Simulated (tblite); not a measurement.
# C3H12FPSi3: the cost of one run

The runs use tblite 0.8.0 and PySCF 2.14.0, with density-fitted response routines of our own; the level of theory stands in each step. All values are computed, except where a source is named. Atoms are numbered from 0 throughout.

### 1 The starting structure

20 atoms, charge 0, multiplicity 1; geometry from: force field or distance geometry start.

Bonds of the start (Å): F0–C1 1.36, C1–C2 1.52, C2–C3 1.56, C3–Si4 1.87, Si4–Si5 2.31, Si5–Si6 2.30, Si6–P7 2.23, Si6–C1 1.87, C1–H8 1.11, C2–H9 1.10, C2–H10 1.10, C3–H11 1.09, C3–H12 1.10, Si4–H13 1.48, Si4–H14 1.50, Si5–H15 1.50, Si5–H16 1.49, Si6–H17 1.49, P7–H18 1.41, P7–H19 1.42.

### 2 Geometry optimisation with GFN2-xTB

What the job is given:

```
{"job": {"kind": "relax", "xc": "GFN2-xTB", "basis": "xTB"}, "charge": 0, "multiplicity": 1}
F      0.799100    -1.465100    -1.128900
C      0.444800    -1.289000     0.174200
C     -1.071300    -1.388000     0.295500
C     -1.861400    -0.459100    -0.675100
Si    -1.827600     1.370000    -0.305200
Si     0.385700     2.019400    -0.348100
Si     1.287900     0.248300     0.811500
P      3.498100     0.119800     0.542800
H      0.878100    -2.151300     0.724900
H     -1.365600    -2.416100     0.041000
H     -1.404800    -1.221300     1.327000
H     -1.523400    -0.644200    -1.692500
H     -2.917900    -0.775000    -0.631500
H     -2.389800     1.609000     1.037800
H     -2.631600     2.127900    -1.314300
H      0.607800     3.327400     0.350600
H      0.907700     2.080900    -1.738800
H      1.024700     0.394900     2.272200
H      3.477800    -0.291400    -0.810400
H      3.676400    -1.186300     1.064300
```

The run is started by

```
$ OMP_NUM_THREADS=1 python probes_run.py task.json out
```

One launch serves the whole session: the jobs run in the order shown.

Q: Estimate the wall time and peak memory of this first job on 1 thread of Arm Neoverse N1, shared host.

About 4.5 s, with a peak of 0.18 GiB.
